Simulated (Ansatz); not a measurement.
**CH₃BOS: small, medium and large basis sets**

An exercise on one series of results from a longer session: the logs are not shown, and one member is left open.

The runs use Ansatz 0.2.0, Gaussian basis; one geometry, several basis sets.

Levels to be run: PBE0-D4/def2-SVP; ωB97M-V/def2-SVP; PBE0-D4/def2-QZVPP; ωB97M-V/def2-QZVPP; the functionals' def2-TZVPP values are taken from earlier runs.

## Structure used throughout

An earlier PBE0-D4 in a triple-zeta def2 set relaxation fixed the geometry.

SMILES `OB1CS1`, 7 atoms, charge 0, spin multiplicity 1.

Atoms are counted from 1 here; the program's logs count them from 0.

Bond lengths: O1–B2 1.340 Å, O1–H5 0.961 Å, B2–C3 1.530 Å, B2–S4 1.754 Å, C3–S4 1.883 Å, C3–H6 1.087 Å, C3–H7 1.087 Å. Angles: B2–O1–H5 113.4°, O1–B2–C3 148.4°, O1–B2–S4 142.0°, C3–B2–S4 69.6°, B2–C3–S4 60.8°, B2–C3–H6 121.6°, B2–C3–H7 121.6°, S4–C3–H6 113.5°, S4–C3–H7 113.5°, H6–C3–H7 113.4°, B2–S4–C3 49.6°.

The first run:

in.yaml

```yaml
crystal:
  periodic: [false, false, false]
  atoms:
    - {symbol: O, position_ang: [-1.350878, 0.665472, -1.019497]}
    - {symbol: B, position_ang: [-0.440250, -0.112422, -0.418951]}
    - {symbol: C, position_ang: [0.728032, -0.232298, 0.561564]}
    - {symbol: S, position_ang: [0.117992, -1.772767, -0.333787]}
    - {symbol: H, position_ang: [-1.299097, 1.587528, -0.754321]}
    - {symbol: H, position_ang: [0.568433, -0.263585, 1.636092]}
    - {symbol: H, position_ang: [1.737069, 0.059972, 0.283199]}
basis:
  gaussian: {orbitals: def2-SVP}
hamiltonian: {xc: pbe0, dispersion: d4}
output: {orbitals: {seedname: orbitals}}
```

On the command line:

```sh
ansatz run in.yaml --threads 2 --pin off --events-out ev --progress --plain --max-ram 4352MiB
```

Steps of the session up to this table: PBE0-D4 in def2-SVP; ωB97M-V in def2-SVP; PBE0-D4 in def2-QZVPP; ωB97M-V in def2-QZVPP.

One table of the session follows, with a row left open; its other results are not shown here.

It belongs to the step «Functionals by basis». 

| functional | basis | HOMO (eV) | LUMO (eV) |
| --- | --- | --- | --- |
| PBE0-D4 | def2-SVP | -7.07 | 0.43 |
| PBE0-D4 | def2-TZVPP | -7.20 | -0.12 |
| PBE0-D4 | def2-QZVPP | ? | ? |
| ωB97M-V | def2-SVP | -9.19 | 2.42 |
| ωB97M-V | def2-TZVPP | -9.36 | 1.47 |
| ωB97M-V | def2-QZVPP | -9.39 | 1.04 |

Q: Estimate the row for PBE0-D4, def2-QZVPP from the others.

The run gave: HOMO (eV): -7.23; LUMO (eV): -0.30. In the column «HOMO (eV)» it lies between ωB97M-V, def2-SVP (-9.19) and PBE0-D4, def2-TZVPP (-7.20).
